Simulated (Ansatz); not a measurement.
**GeHO (quartet): wave-function methods side by side, cc-pVDZ**

One table from this session's results is given with a row withheld; the runs are named, their logs left out.

Program: Ansatz 0.2.0, Gaussian basis. Level of theory: cc-pVDZ, core rule «outside noble gas», up to 15 orbitals frozen. These are calculated values, not measurements.

The runs, in order: UHF; CCSD(T) on ROHF; CCSD(T) on UHF; BCCD(T) on ROHF; CISD; CCSDT(Q) on ROHF; CCSDT(Q) on UHF; CCSDTQ on ROHF; CCSDTQ on UHF.

7 further runs of the same task are left out: 4 for a known fault of the program, 3 set aside as unsound or not needed.

**The system**

The geometry is a PBE0/def2-TZVP stationary point (not a proven minimum) of the parent state, kept for this charge and spin. No spin-orbit coupling is included. The filled d shell of Ge may be among the frozen orbitals whatever the setting's name suggests; the logs give the count.

3 atoms, charge 0, spin multiplicity 4.

Atoms are counted from 1 here; the program's logs count them from 0.

Bond lengths: Ge1–O2 1.651 Å, Ge1–H3 1.599 Å. Angles: O2–Ge1–H3 112.9°.

The first run:

File in.yaml:

```yaml
crystal:
  periodic: [false, false, false]
  atoms:
    - {symbol: Ge, position_ang: [0.000000, -0.040516, 0.285357]}
    - {symbol: O, position_ang: [0.000000, 0.097280, -1.360296]}
    - {symbol: H, position_ang: [0.000000, 1.375714, 1.027442]}
basis:
  gaussian: {orbitals: cc-pVDZ}
magnetization: {spin_polarized: true, initial_magnetization: 3}
hamiltonian: {xc: hf}
output: {orbitals: {seedname: orbitals}}
```

Started as:

```bash
ansatz run in.yaml --threads 1 --pin off --events-out ev --progress --plain --max-ram 2560MiB --backend cpu
```

Steps of the session up to this table: UHF; CCSD(T) on ROHF; CCSD(T) on UHF; BCCD(T) on ROHF; CISD; CCSDT(Q) on ROHF; CCSDT(Q) on UHF; CCSDTQ on ROHF; CCSDTQ on UHF.

One of the session's tables, all rows but one given; the rest of the session is left out.

| method | from UCCSDTQ (kcal/mol) |
| --- | --- |
| ROHF | +146.98 |
| UHF | +142.71 |
| RMP2 | ? |
| UMP2 | +19.83 |
| RCCSD | +3.95 |
| UCCSD | +3.64 |
| RCCSD(T) | +1.03 |
| UCCSD(T) | +0.80 |
| BCCD(T) | +1.02 |
| RCCSDT | +0.49 |
| UCCSDT | +0.26 |
| RCCSDT(Q) | +0.26 |
| UCCSDT(Q) | 0.00 |
| RCCSDTQ | +0.23 |
| UCCSDTQ | 0 |

Estimate the missing values for RMP2.

The run gave: from UCCSDTQ (kcal/mol): +20.16. In the column «from UCCSDTQ (kcal/mol)» it lies between UMP2 (+19.83) and UHF (+142.71).

Some runs used a GPU and others CPU threads alone; cost is compared among the CPU runs only.

Among the levels timed on like hardware, those that no quicker one beats, quickest first: BCCD(T) (6.5 s, +1.02 kcal/mol); UCCSD(T) (12 s, +0.80 kcal/mol); UCCSDT(Q) (15 s, 0.00 kcal/mol).

Limits of these values: Restricted and unrestricted rows rest on different reference determinants; where their highest levels disagree by more than a few hundredths of an eV, they describe different states and don't form one ladder.
